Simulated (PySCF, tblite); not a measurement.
# H₃MoNO₃: geometry, vibrations, single-point energies

Aim: compute the geometry, vibrations, single-point energies of H₃MoNO₃ (`[N]#[Mo]([OH])([OH])[OH]`).

Programs: tblite 0.8.0 and PySCF 2.14.0, with routines of our own; each step states its level. All values are computed. Atoms count from 0.

3 further runs of the same task are left out: 3 for a known fault of the program.

### Step 1. The starting structure

8 atoms, charge 0, multiplicity 1; geometry from: start built from the parent or by distance geometry.

### Step 2. Geometry optimisation with GFN2-xTB

Job settings and geometry (Å):

```
{"job": {"kind": "relax", "xc": "GFN2-xTB", "basis": "xTB"}, "charge": 0, "multiplicity": 1}
Mo     0.023400    -0.008700    -0.063800
N      0.008100     0.036800     1.620300
O      1.741300     0.407900    -0.509500
H      2.555400     0.651700    -0.100200
O     -1.232900     1.262100    -0.491400
H     -1.834500     1.880600    -0.065000
O     -0.501300    -1.705600    -0.463400
H     -0.741500    -2.506100     0.023900
```

Launch:

```sh
$ OMP_NUM_THREADS=1 python redox_run.py task.json out
```

One launch serves the whole session: the jobs run in the order shown.

Standard output:

```text
step      E/eV     max force
  0    -508.65416    1.050
  1    -508.67017    0.796
  2    -508.67667    0.195
  3    -508.67784    0.101
  4    -508.67877    0.090
  5    -508.67920    0.074
  6    -508.67954    0.064
  7    -508.67979    0.044
  8    -508.67991    0.032
  9    -508.67999    0.030
 10    -508.68006    0.033
 11    -508.68012    0.019
 12    -508.68014    0.013
 13    -508.68016    0.011
 14    -508.68018    0.018
 15    -508.68020    0.016
 16    -508.68021    0.012
 17    -508.68023    0.012
 18    -508.68024    0.018
 19    -508.68026    0.029
 20    -508.68030    0.032
 21    -508.68033    0.021
 22    -508.68035    0.008
```

Wall time 0.06 s (1 thread of Arm Neoverse V2, shared host).

The steps of the relaxation:

| step | energy from step 0 (eV) | largest force (eV/Å) |
| --- | --- | --- |
| 0 | 0.0000 | 1.0501 |
| 1 | -0.0160 | 0.7962 |
| 2 | -0.0225 | 0.1946 |
| 3 | -0.0237 | 0.1010 |
| 4 | -0.0246 | 0.0905 |
| 5 | -0.0250 | 0.0743 |
| 6 | -0.0254 | 0.0639 |
| 7 | -0.0256 | 0.0442 |
| 8 | -0.0258 | 0.0318 |
| 9 | -0.0258 | 0.0296 |
| 10 | -0.0259 | 0.0333 |
| 11 | -0.0260 | 0.0187 |
| 12 | -0.0260 | 0.0132 |
| 13 | -0.0260 | 0.0112 |
| 14 | -0.0260 | 0.0185 |
| 15 | -0.0260 | 0.0157 |
| 16 | -0.0260 | 0.0116 |
| 17 | -0.0261 | 0.0124 |
| 18 | -0.0261 | 0.0182 |
| 19 | -0.0261 | 0.0289 |
| 20 | -0.0261 | 0.0318 |
| 21 | -0.0262 | 0.0215 |
| 22 | -0.0262 | 0.0077 |

Close pairs (by a distance rule), those that changed most:

| bond | before (Å) | after (Å) | change (Å) |
| --- | --- | --- | --- |
| O2–H3 | 0.943 | 0.966 | +0.022 |
| Mo0–N1 | 1.685 | 1.702 | +0.017 |
| Mo0–O4 | 1.837 | 1.827 | -0.011 |
| Mo0–O6 | 1.821 | 1.826 | +0.005 |
| O4–H5 | 0.962 | 0.966 | +0.003 |
| Mo0–O2 | 1.823 | 1.826 | +0.003 |
| O6–H7 | 0.967 | 0.966 | -0.002 |

The end geometry stands in the next job.

### Step 3. Harmonic vibrations with GFN2-xTB

Job settings and geometry (Å):

```
{"job": {"kind": "ir", "xc": "GFN2-xTB", "basis": "xTB"}, "charge": 0, "multiplicity": 1}
Mo     0.005017     0.001239    -0.065348
N      0.023922     0.037991     1.636228
O      1.722030     0.421094    -0.522826
H      2.555559     0.635856    -0.085390
O     -1.235831     1.266050    -0.509048
H     -1.824306     1.887963    -0.062504
O     -0.494092    -1.711172    -0.454744
H     -0.734185    -2.520184     0.014513
```

Standard output:

```text
mode    cm-1     km/mol
  1     128.8      1.32
  2     129.7      1.28
  3     218.5     71.67
  4     219.1     66.66
  5     219.5     43.22
  6     460.2    192.70
  7     460.6    193.22
  8     485.7    115.13
  9     524.6      0.62
 10     533.2    137.99
 11     533.5    127.17
 12     535.0    353.11
 13     558.1     88.44
 14     558.6     88.20
 15    1110.2     15.07
 16    3504.8     27.62
 17    3505.8     28.00
 18    3509.2     56.39
ZPE 102.850  H(298)-E 125.630  G(298)-E 22.337 kJ/mol  S 346.45 J/(mol K)
```

It took 0.14 s on 1 thread of Arm Neoverse V2, shared host.

Which atoms move in the most intense modes:

| cm⁻¹ | km/mol | atoms |
| --- | --- | --- |
| 460 | 192.7 | O6 38 %, O4 23 %, H7 16 % |
| 461 | 193.2 | O2 40 %, O4 20 %, H3 17 % |
| 486 | 115.1 | O6 31 %, O4 31 %, O2 30 % |
| 533 | 138.0 | H3 38 %, H7 33 %, O2 10 % |
| 534 | 127.2 | H5 39 %, H3 24 %, O2 11 % |
| 535 | 353.1 | H5 31 %, H7 30 %, H3 17 % |
| 558 | 88.4 | H3 25 %, H7 18 %, H5 15 %, O2 14 % |
| 559 | 88.2 | H5 25 %, H7 20 %, Mo0 14 %, H3 13 % |

### Step 4. Optimising the geometry at BP86-D3(BJ)/def2-SVP

Settings changed since step 3:

```diff
@@ -1,2 +1,2 @@
-{"job": {"kind": "ir", "xc": "GFN2-xTB", "basis": "xTB"}, "charge": 0, "multiplicity": 1}
+{"job": {"xc": "BP86", "basis": "def2-SVP", "d3": "d3bj", "grid": 1, "kind": "geom"}, "charge": 0, "multiplicity": 1}
 Mo     0.005017     0.001239    -0.065348
```

Standard output:

```text
step   0  E = -350.46109373  max force = 0.090512
step   1  E = -350.47211527  max force = 0.026247
step   2  E = -350.47698118  max force = 0.017407
step   3  E = -350.47724670  max force = 0.007286
step   4  E = -350.47729294  max force = 0.000381
step   5  E = -350.47730472  max force = 0.000717
step   6  E = -350.47733702  max force = 0.002758
step   7  E = -350.47735886  max force = 0.003958
step   8  E = -350.47737592  max force = 0.003375
step   9  E = -350.47741492  max force = 0.001440
step  10  E = -350.47745009  max force = 0.002075
step  11  E = -350.47745266  max force = 0.001136
step  12  E = -350.47745854  max force = 0.000357
optimisation converged
```

It took 65 s on 1 thread of Arm Neoverse V2, shared host.

Relaxation path:

| step | energy from step 0 (eV) | largest force component (eV/Å) |
| --- | --- | --- |
| 0 | 0.0000 | 4.6543 |
| 1 | -0.2999 | 1.3497 |
| 2 | -0.4323 | 0.8951 |
| 3 | -0.4395 | 0.3747 |
| 4 | -0.4408 | 0.0196 |
| 5 | -0.4411 | 0.0369 |
| 6 | -0.4420 | 0.1418 |
| 7 | -0.4426 | 0.2035 |
| 8 | -0.4431 | 0.1735 |
| 9 | -0.4441 | 0.0740 |
| 10 | -0.4451 | 0.1067 |
| 11 | -0.4451 | 0.0584 |
| 12 | -0.4453 | 0.0184 |

Close pairs (by a distance rule), those that changed most:

| bond | before (Å) | after (Å) | change (Å) |
| --- | --- | --- | --- |
| Mo0–O2 | 1.826 | 1.897 | +0.072 |
| Mo0–O6 | 1.826 | 1.896 | +0.071 |
| Mo0–O4 | 1.827 | 1.897 | +0.070 |
| Mo0–N1 | 1.702 | 1.655 | -0.047 |
| O2–H3 | 0.966 | 0.977 | +0.011 |
| O6–H7 | 0.966 | 0.976 | +0.011 |
| O4–H5 | 0.966 | 0.976 | +0.011 |

The end geometry stands in the next job.

| at the end point | value |
| --- | --- |
| point group (found at 0.08 Å tolerance) | C3v |
| rotational constants (GHz, main isotopes) | 3.586, 3.573, 2.834 |
| dipole moment (D) | 0.75 |

### Step 5. Single point (H3MoNO3): BP86-D3(BJ)/ma-def2-SVP

Geometry: BP86-D3(BJ)/def2-SVP.

Job settings and geometry (Å):

```
{"job": {"kind": "sp", "xc": "BP86", "basis": "ma-def2-SVP", "d3": "d3bj", "grid": 2}, "charge": 0, "multiplicity": 1}
Mo    -0.001439    -0.004049    -0.063608
N      0.180003     0.219274     1.565887
O      1.742657     0.075995    -0.806630
H      2.509974     0.223452    -0.220746
O     -1.115116     1.401955    -0.680747
H     -1.463108     2.066758    -0.055999
O     -0.809441    -1.705847    -0.280425
H     -1.030202    -2.250113     0.499558
```

Standard output:

```text
coarse grid: 36248 points
cycle   1  E = -350.0421784430  dE = -7.059e+00  |g| = 1.519e+00  |ddm| = 4.252e+00
cycle   2  E = -345.9025101222  dE =  4.140e+00  |g| = 4.570e+00  |ddm| = 4.233e+00
cycle   3  E = -350.0661174672  dE = -4.164e+00  |g| = 1.322e+00  |ddm| = 4.378e+00
cycle   4  E = -350.3069249356  dE = -2.408e-01  |g| = 9.226e-01  |ddm| = 1.773e+00
cycle   5  E = -350.4786645114  dE = -1.717e-01  |g| = 2.438e-01  |ddm| = 8.187e-01
cycle   6  E = -350.4930381251  dE = -1.437e-02  |g| = 5.851e-02  |ddm| = 2.840e-01
cycle   7  E = -350.4935953580  dE = -5.572e-04  |g| = 2.352e-02  |ddm| = 2.708e-02
cycle   8  E = -350.4936607289  dE = -6.537e-05  |g| = 1.549e-02  |ddm| = 1.209e-02
cycle   9  E = -350.4937079907  dE = -4.726e-05  |g| = 3.790e-03  |ddm| = 9.079e-03
cycle  10  E = -350.4937109242  dE = -2.933e-06  |g| = 2.616e-04  |ddm| = 2.746e-03
final grid: 75136 points
cycle  11  E = -350.4937060860  dE =  2.872e-07  |g| = 1.342e-03  |ddm| = 2.054e-03
cycle  12  E = -350.4936936315  dE =  1.245e-05  |g| = 7.890e-03  |ddm| = 6.184e-03
cycle  13  E = -350.4937064453  dE = -1.281e-05  |g| = 2.942e-04  |ddm| = 5.337e-03
cycle  14  E = -350.4937064624  dE = -1.706e-08  |g| = 1.130e-04  |ddm| = 3.247e-04
cycle  15  E = -350.4937064649  dE = -2.507e-09  |g| = 8.525e-06  |ddm| = 9.582e-05
converged SCF energy = -350.4937064649
```

Wall time 7.5 s (1 thread of Arm Neoverse V2, shared host).

### Step 6. Single point (H3MoNO3+ (doublet)): BP86-D3(BJ)/ma-def2-SVP

Geometry: BP86-D3(BJ)/def2-SVP, that of another charge or spin state.

Settings changed since step 5:

```diff
@@ -1,2 +1,2 @@
-{"job": {"kind": "sp", "xc": "BP86", "basis": "ma-def2-SVP", "d3": "d3bj", "grid": 2}, "charge": 0, "multiplicity": 1}
+{"job": {"kind": "sp", "xc": "BP86", "basis": "ma-def2-SVP", "d3": "d3bj", "grid": 2}, "charge": 1, "multiplicity": 2}
 Mo    -0.001439    -0.004049    -0.063608
```

Standard output:

```text
final grid: 75136 points
cycle   1  E = -350.1047334564  dE =  3.088e-09  |g| = 8.179e-05  |ddm| = 1.321e-04
converged SCF energy = -350.1047334564
```

Run time: 1.9 min. Hardware: 1 thread of Arm Neoverse V2, shared host.

### Step 7. Relaxing the molecule with GFN2-xTB

This step treats H₃MoNO₃+ (doublet).

Job settings and geometry (Å):

```
{"job": {"kind": "relax", "xc": "GFN2-xTB", "basis": "xTB"}, "charge": 1, "multiplicity": 2}
Mo     0.014800    -0.010200    -0.068900
N      0.169300     0.227900     1.542900
O      1.760100     0.068400    -0.803400
H      2.507500     0.238100    -0.241300
O     -1.118300     1.398100    -0.669400
H     -1.474100     2.065000    -0.064800
O     -0.809000    -1.700000    -0.291400
H     -1.018800    -2.241100     0.504600
```

Standard output:

```text
step      E/eV     max force
  0    -494.55145    7.893
  1    -495.06319    2.792
  2    -495.27722    2.097
  3    -495.57588    3.340
  4    -495.70899    0.625
  5    -495.73855    0.531
  6    -495.78933    0.690
  7    -495.84714    1.010
  8    -495.94947    1.335
  9    -496.02126    0.661
 10    -496.05316    0.389
 11    -496.07158    0.507
 12    -496.11104    0.575
 13    -496.15372    0.852
 14    -496.17790    0.590
 15    -496.19606    0.187
 16    -496.19913    0.143
 17    -496.20069    0.133
 18    -496.20210    0.121
 19    -496.20294    0.081
 20    -496.20323    0.036
 21    -496.20327    0.010
 22    -496.20327    0.009
```

Wall time 0.08 s (1 thread of Arm Neoverse V2, shared host).

The steps of the relaxation:

| step | energy from step 0 (eV) | largest force (eV/Å) |
| --- | --- | --- |
| 0 | 0.0000 | 7.8929 |
| 1 | -0.5117 | 2.7924 |
| 2 | -0.7258 | 2.0968 |
| 3 | -1.0244 | 3.3400 |
| 4 | -1.1575 | 0.6250 |
| 5 | -1.1871 | 0.5308 |
| 6 | -1.2379 | 0.6899 |
| 7 | -1.2957 | 1.0097 |
| 8 | -1.3980 | 1.3346 |
| 9 | -1.4698 | 0.6608 |
| 10 | -1.5017 | 0.3891 |
| 11 | -1.5201 | 0.5066 |
| 12 | -1.5596 | 0.5754 |
| 13 | -1.6023 | 0.8525 |
| 14 | -1.6265 | 0.5898 |
| 15 | -1.6446 | 0.1871 |
| 16 | -1.6477 | 0.1434 |
| 17 | -1.6492 | 0.1326 |
| 18 | -1.6506 | 0.1209 |
| 19 | -1.6515 | 0.0807 |
| 20 | -1.6518 | 0.0358 |
| 21 | -1.6518 | 0.0105 |
| 22 | -1.6518 | 0.0093 |

Distances of close pairs at the start and the end, largest changes first:

| bond | before (Å) | after (Å) | change (Å) |
| --- | --- | --- | --- |
| Mo0–O4 | 1.905 | 1.731 | -0.173 |
| Mo0–O2 | 1.895 | 1.732 | -0.163 |
| Mo0–O6 | 1.893 | 1.732 | -0.161 |
| Mo0–N1 | 1.637 | 1.739 | +0.103 |
| O2–H3 | 0.950 | 0.972 | +0.021 |
| O6–H7 | 0.985 | 0.972 | -0.013 |
| O4–H5 | 0.968 | 0.972 | +0.004 |

The end geometry stands in the next job.

### Step 8. Harmonic vibrations with GFN2-xTB

Job settings and geometry (Å):

```
{"job": {"kind": "ir", "xc": "GFN2-xTB", "basis": "xTB"}, "charge": 1, "multiplicity": 2}
Mo     0.025660     0.031598     0.166492
N      0.212568     0.272188     1.879066
O      1.624555     0.110049    -0.493989
H      2.564320     0.172497    -0.733206
O     -0.998474     1.317521    -0.376885
H     -1.575806     2.078666    -0.553778
O     -0.706097    -1.527938    -0.009393
H     -1.115284    -2.408332     0.029852
```

Standard output:

```text
mode    cm-1     km/mol
  1     147.2      0.02
  2     148.2      0.02
  3     203.2     10.48
  4     234.8     12.46
  5     235.1     12.60
  6     467.6      0.33
  7     469.8      0.86
  8     513.4    708.75
  9     568.9      0.79
 10     604.5    388.06
 11     606.4    389.19
 12     640.4      6.11
 13     682.1     65.06
 14     682.5     65.64
 15     952.0     16.62
 16    3418.1    323.30
 17    3419.5    321.12
 18    3429.0     18.30
ZPE 104.211  H(298)-E 125.922  G(298)-E 23.055 kJ/mol  S 345.02 J/(mol K)
```

It took 0.15 s on 1 thread of Arm Neoverse V2, shared host.

The strongest bands and the atoms that carry them (share of the mass-weighted mode):

| cm⁻¹ | km/mol | atoms |
| --- | --- | --- |
| 513 | 708.8 | H3 29 %, H7 26 %, H5 25 % |
| 604 | 388.1 | H5 47 %, H7 34 % |
| 606 | 389.2 | H3 57 %, H7 20 % |
| 682 | 65.1 | O6 50 %, O2 18 %, Mo0 17 % |
| 682 | 65.6 | O4 43 %, O2 32 %, Mo0 17 % |
| 3418 | 323.3 | H3 68 %, H7 19 % |
| 3420 | 321.1 | H5 50 %, H7 43 % |
| 3429 | 18.3 | H5 37 %, H7 32 %, H3 25 % |

### Step 9. Relaxing the molecule at BP86-D3(BJ)/def2-SVP

This step treats H3MoNO3+ (doublet).

Settings changed since step 8:

```diff
@@ -1,2 +1,2 @@
-{"job": {"kind": "ir", "xc": "GFN2-xTB", "basis": "xTB"}, "charge": 1, "multiplicity": 2}
+{"job": {"xc": "BP86", "basis": "def2-SVP", "d3": "d3bj", "grid": 1, "kind": "geom"}, "charge": 1, "multiplicity": 2}
 Mo     0.025660     0.031598     0.166492
```

Standard output:

```text
step   0  E = -350.08353071  max force = 0.058845
step   1  E = -350.10068738  max force = 0.020438
step   2  E = -350.10560473  max force = 0.007972
step   3  E = -350.10875628  max force = 0.016578
step   4  E = -350.10975847  max force = 0.008454
step   5  E = -350.11044336  max force = 0.002672
step   6  E = -350.11056328  max force = 0.002189
step   7  E = -350.11065964  max force = 0.001737
step   8  E = -350.11070062  max force = 0.000507
step   9  E = -350.11071081  max force = 0.000541
step  10  E = -350.11072180  max force = 0.001094
step  11  E = -350.11073117  max force = 0.000847
step  12  E = -350.11074562  max force = 0.000522
step  13  E = -350.11076304  max force = 0.000557
step  14  E = -350.11077568  max force = 0.000652
step  15  E = -350.11078265  max force = 0.000330
optimisation converged
```

Run time: 3 min. Hardware: 1 thread of Arm Neoverse V2, shared host.

The steps of the relaxation:

| step | energy from step 0 (eV) | largest force component (eV/Å) |
| --- | --- | --- |
| 0 | 0.0000 | 3.0259 |
| 1 | -0.4669 | 1.0510 |
| 2 | -0.6007 | 0.4099 |
| 3 | -0.6864 | 0.8525 |
| 4 | -0.7137 | 0.4347 |
| 5 | -0.7323 | 0.1374 |
| 6 | -0.7356 | 0.1126 |
| 7 | -0.7382 | 0.0893 |
| 8 | -0.7393 | 0.0261 |
| 9 | -0.7396 | 0.0278 |
| 10 | -0.7399 | 0.0563 |
| 11 | -0.7402 | 0.0436 |
| 12 | -0.7406 | 0.0268 |
| 13 | -0.7410 | 0.0286 |
| 14 | -0.7414 | 0.0335 |
| 15 | -0.7416 | 0.0170 |

Distances of close pairs at the start and the end, largest changes first:

| bond | before (Å) | after (Å) | change (Å) |
| --- | --- | --- | --- |
| Mo0–O4 | 1.731 | 1.833 | +0.102 |
| Mo0–O6 | 1.732 | 1.832 | +0.101 |
| Mo0–O2 | 1.732 | 1.828 | +0.097 |
| O2–H3 | 0.972 | 0.986 | +0.014 |
| O4–H5 | 0.972 | 0.985 | +0.013 |
| O6–H7 | 0.972 | 0.985 | +0.013 |
| Mo0–N1 | 1.739 | 1.744 | +0.004 |

The final coordinates are the input of the step that follows.

| at the end point | value |
| --- | --- |
| point group (found at 0.08 Å tolerance) | Cs |
| rotational constants (GHz, main isotopes) | 3.737, 3.498, 2.964 |
| ⟨S²⟩ | 0.759 |

### Step 10. Single point (H3MoNO3): BP86-D3(BJ)/ma-def2-SVP

Geometry: BP86-D3(BJ)/def2-SVP, that of another charge or spin state.

Job settings and geometry (Å):

```
{"job": {"kind": "sp", "xc": "BP86", "basis": "ma-def2-SVP", "d3": "d3bj", "grid": 2}, "charge": 0, "multiplicity": 1}
Mo     0.056111     0.024729     0.085381
N      0.257594     0.233754     1.804909
O      1.763018     0.291977    -0.513311
H      2.473911     0.317194    -1.195372
O     -1.174776     1.266556    -0.466379
H     -1.727248     1.952552    -0.026145
O     -0.644414    -1.647216    -0.180419
H     -0.973984    -2.385325     0.381585
```

Standard output:

```text
coarse grid: 36248 points
cycle   1  E = -350.0049267488  dE = -7.011e+00  |g| = 1.533e+00  |ddm| = 4.241e+00
cycle   2  E = -346.0718881870  dE =  3.933e+00  |g| = 4.437e+00  |ddm| = 4.313e+00
cycle   3  E = -349.6790019647  dE = -3.607e+00  |g| = 1.765e+00  |ddm| = 4.347e+00
cycle   4  E = -350.3533180670  dE = -6.743e-01  |g| = 6.964e-01  |ddm| = 1.859e+00
cycle   5  E = -350.4410969130  dE = -8.778e-02  |g| = 3.159e-01  |ddm| = 8.523e-01
cycle   6  E = -350.4633041797  dE = -2.221e-02  |g| = 1.157e-01  |ddm| = 3.779e-01
cycle   7  E = -350.4643161898  dE = -1.012e-03  |g| = 9.203e-02  |ddm| = 6.408e-02
cycle   8  E = -350.4656362327  dE = -1.320e-03  |g| = 4.581e-02  |ddm| = 4.431e-02
cycle   9  E = -350.4659951219  dE = -3.589e-04  |g| = 2.019e-02  |ddm| = 1.892e-02
cycle  10  E = -350.4660736898  dE = -7.857e-05  |g| = 5.469e-03  |ddm| = 1.150e-02
cycle  11  E = -350.4660785210  dE = -4.831e-06  |g| = 2.560e-03  |ddm| = 3.364e-03
final grid: 75136 points
cycle  12  E = -350.4659921319  dE =  5.722e-05  |g| = 1.663e-02  |ddm| = 1.299e-02
cycle  13  E = -350.4631461221  dE =  2.846e-03  |g| = 1.173e-01  |ddm| = 8.918e-02
cycle  14  E = -350.4660454056  dE = -2.899e-03  |g| = 5.090e-03  |ddm| = 7.847e-02
cycle  15  E = -350.4660507745  dE = -5.369e-06  |g| = 3.650e-04  |ddm| = 3.634e-03
cycle  16  E = -350.4660508027  dE = -2.815e-08  |g| = 1.087e-04  |ddm| = 4.338e-04
cycle  17  E = -350.4660508045  dE = -1.822e-09  |g| = 6.817e-05  |ddm| = 1.581e-04
converged SCF energy = -350.4660508045
```

It took 8.3 s on 1 thread of Arm Neoverse V2, shared host.

### Step 11. Single point (H₃MoNO₃+ (doublet)): BP86-D3(BJ)/ma-def2-SVP

Geometry: BP86-D3(BJ)/def2-SVP.

Settings changed since step 10:

```diff
@@ -1,2 +1,2 @@
-{"job": {"kind": "sp", "xc": "BP86", "basis": "ma-def2-SVP", "d3": "d3bj", "grid": 2}, "charge": 0, "multiplicity": 1}
+{"job": {"kind": "sp", "xc": "BP86", "basis": "ma-def2-SVP", "d3": "d3bj", "grid": 2}, "charge": 1, "multiplicity": 2}
 Mo     0.056111     0.024729     0.085381
```

Standard output:

```text
final grid: 75136 points
cycle   1  E = -350.1193093981  dE =  9.337e-09  |g| = 1.542e-04  |ddm| = 1.537e-04
cycle   2  E = -350.1193090793  dE =  3.187e-07  |g| = 8.588e-04  |ddm| = 7.650e-04
cycle   3  E = -350.1193094073  dE = -3.279e-07  |g| = 5.689e-05  |ddm| = 6.501e-04
cycle   4  E = -350.1193094087  dE = -1.402e-09  |g| = 1.367e-05  |ddm| = 5.254e-05
converged SCF energy = -350.1193094087
```

Run time: 1.8 min. Hardware: 1 thread of Arm Neoverse V2, shared host.

### Step 12. Summary of results

| quantity | value |
| --- | --- |
| strongest single infrared mode (GFN2-xTB) | 535 cm⁻¹, 353 km/mol |
| zero-point energy (GFN2-xTB) | 24.6 kcal/mol |
| point group | C3v |
| rotational constants (main isotopes) | 3.59, 3.57, 2.83 GHz |

**Reading.** No mode is imaginary among the 18: a minimum at this level. GFN2-xTB is a fitted tight-binding method: band positions and strengths are rough. Its intensities can rank the bands wrongly. Relaxing lowered the energy by 0.445 eV in 12 steps; the close pair that moved most is Mo0–O2, from 1.826 to 1.897 Å (BP86/def2-SVP). Steps that list no spin-orbit terms leave them out, which matters at and beside the heavy atoms.
